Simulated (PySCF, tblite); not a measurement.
# C8H20BO4−: geometry, infrared bands, NMR shifts and electronic excitations

Aim: predict the infrared bands, NMR shifts and electronic excitations of C8H20BO4− (`CCO[B-](OCC)(OCC)OCC`).

The runs use tblite 0.8.0 and PySCF 2.14.0, with density-fitted response routines of our own; the level of theory stands in each step. All values are computed, except where a source is named. Atoms are numbered from 0 throughout.

### Step 1. The molecule as given

33 atoms, charge -1, multiplicity 1; geometry from: force field or distance geometry start.

Bonds of the start (Å): C0–C1 1.54, C1–O2 1.39, O2–B3 1.49, B3–O4 1.50, O4–C5 1.38, C5–C6 1.52, B3–O7 1.47, O7–C8 1.39, C8–C9 1.54, B3–O10 1.48, O10–C11 1.39, C11–C12 1.52, C0–H13 1.09, C0–H14 1.10, C0–H15 1.09, C1–H16 1.09, C1–H17 1.11, C5–H18 1.10, C5–H19 1.12, C6–H20 1.08, C6–H21 1.09, C6–H22 1.10, C8–H23 1.11, C8–H24 1.10, C9–H25 1.09, C9–H26 1.10, C9–H27 1.09, C11–H28 1.11, C11–H29 1.11, C12–H30 1.09 and more.

### Step 2. Geometry optimisation with GFN2-xTB

The job: settings as JSON, then the geometry in Å.

```
{"job": {"kind": "relax", "xc": "GFN2-xTB", "basis": "xTB"}, "charge": -1, "multiplicity": 1}
C      0.416400     2.212500     2.963500
C     -0.321600     1.432700     1.860500
O      0.615700     0.792200     1.052400
B      0.026100    -0.018100    -0.054500
O     -0.779300    -1.164900     0.481800
C     -0.072000    -2.094400     1.216000
C     -1.028100    -2.974900     2.012200
O     -0.861900     0.851400    -0.844000
C     -1.517600     0.226700    -1.904300
C     -2.558700     1.187700    -2.498800
O      1.145800    -0.582500    -0.847600
C      2.034700     0.353200    -1.350900
C      3.018500    -0.324200    -2.294500
H      1.053200     2.967100     2.508700
H     -0.318000     2.712400     3.620000
H      1.027700     1.546800     3.566100
H     -0.947800     2.114800     1.283000
H     -0.991300     0.680800     2.335800
H      0.547700    -2.722200     0.559300
H      0.629100    -1.583400     1.917100
H     -1.711400    -3.483700     1.342600
H     -1.620800    -2.362400     2.694100
H     -0.465700    -3.707600     2.606200
H     -2.029500    -0.695900    -1.562800
H     -0.800000    -0.063000    -2.687000
H     -3.301200     1.446100    -1.740800
H     -2.061800     2.108000    -2.826700
H     -3.057000     0.729400    -3.350400
H      1.498500     1.154000    -1.892600
H      2.595400     0.845300    -0.525400
H      2.487000    -0.805200    -3.115000
H      3.716200     0.405100    -2.718800
H      3.580900    -1.088300    -1.769500
```

Command:

```
$ OMP_NUM_THREADS=2 python probes_run.py task.json out
```

One launch serves the whole session: the jobs run in the order shown.

**Question.** This job is followed by: GFN2-xTB harmonic vibrations, gas phase; PBE0-D3(BJ)/def2-SVP geometry optimisation, gas phase; GIAO PBE0/pcSseg-1 NMR shielding, non-relativistic, gas phase; TDDFT CAM-B3LYP/def2-SVPD, vertical, gas phase, core orbitals frozen in the response; GIAO PBE/pcSseg-1 NMR shielding, non-relativistic, gas phase. What will the session give for the following? strongest single infrared mode (GFN2-xTB); zero-point energy (GFN2-xTB); point group; rotational constants (main isotopes); ¹³C shifts against TMS (PBE0/pcSseg-1, means over atoms taken as alike); ¹H shifts against TMS (PBE0/pcSseg-1, means over atoms taken as alike); ¹⁷O shifts against H2O (PBE0/pcSseg-1, means over atoms taken as alike); ¹¹B shifts against BF3·OEt2 (PBE0/pcSseg-1); lowest singlet (CAM-B3LYP/def2-SVPD); brightest single state of those computed; lowest triplet; range of the shift of O2 (with its like atoms).

**Answer**, as computed:

| quantity | value |
| --- | --- |
| strongest single infrared mode (GFN2-xTB) | 834 cm⁻¹, 364 km/mol |
| zero-point energy (GFN2-xTB) | 173.9 kcal/mol |
| point group | C1 |
| rotational constants (main isotopes) | 0.63, 0.53, 0.52 GHz |
| ¹³C shifts against TMS (PBE0/pcSseg-1, means over atoms taken as alike) | 56.8, 21.9 ppm |
| ¹H shifts against TMS (PBE0/pcSseg-1, means over atoms taken as alike) | 3.53, 0.88 ppm |
| ¹⁷O shifts against H2O (PBE0/pcSseg-1, means over atoms taken as alike) | 57.1 ppm |
| ¹¹B shifts against BF3·OEt2 (PBE0/pcSseg-1) | -1.7 ppm |
| lowest singlet (CAM-B3LYP/def2-SVPD) | 5.98 eV (207 nm), f = 0.000 |
| brightest single state of those computed | state 7, 6.72 eV, f = 0.009 |
| lowest triplet | 5.91 eV |
| range of the shift of O2 (with its like atoms) | 57.1 to 72.9 ppm |

What this shows: The optimisation took 10 steps and gained 0.029 eV; among the close pairs (by a distance rule), C0–H14 changed most, from 1.105 to 1.090 Å (GFN2-xTB). No mode is imaginary among the 93: a minimum at this level. The strongest single mode, at 834 cm⁻¹, moves mainly B3. Unscaled tight-binding wavenumbers are off by several per cent, some by more. Its intensities can rank the bands wrongly. The start of the PBE0/def2-SVP relaxation was shaken at random by about 0.01 Å, so part of the energy gained, and of the first lengths quoted, undoes that. Over 8 steps the energy fell by 0.255 eV; of the close pairs, C0–H15 changed most, 1.054 to 1.103 Å (PBE0/def2-SVP). No frequency check was run at this level, so the end point may be a saddle. The most deshielded hydrogen is H16, H17, H18, H19, H23 and 3 more (mean) (hydrogen on an sp3 CH2 bonded to O), at 3.53 ppm: its carbon carries O, which withdraws density. At PBE0/pcSseg-1: The widest tensor belongs to O2, O4, O7, O10: span 75 ppm, with a paramagnetic part of -125 ppm. The lowest singlet lies above −ε(HOMO); no detachment energy was computed, so the anion's states may not be bound. In ppm, O2 (with its like atoms) moves most: its shift spreads over 15.9 ppm, from 57.1 (PBE0/pcSseg-1) to 72.9 (PBE/pcSseg-1). These values are for one conformer; the search (at its own cheap level) found 1 more, at 0.10 kcal/mol, and measured spectra average over such forms.
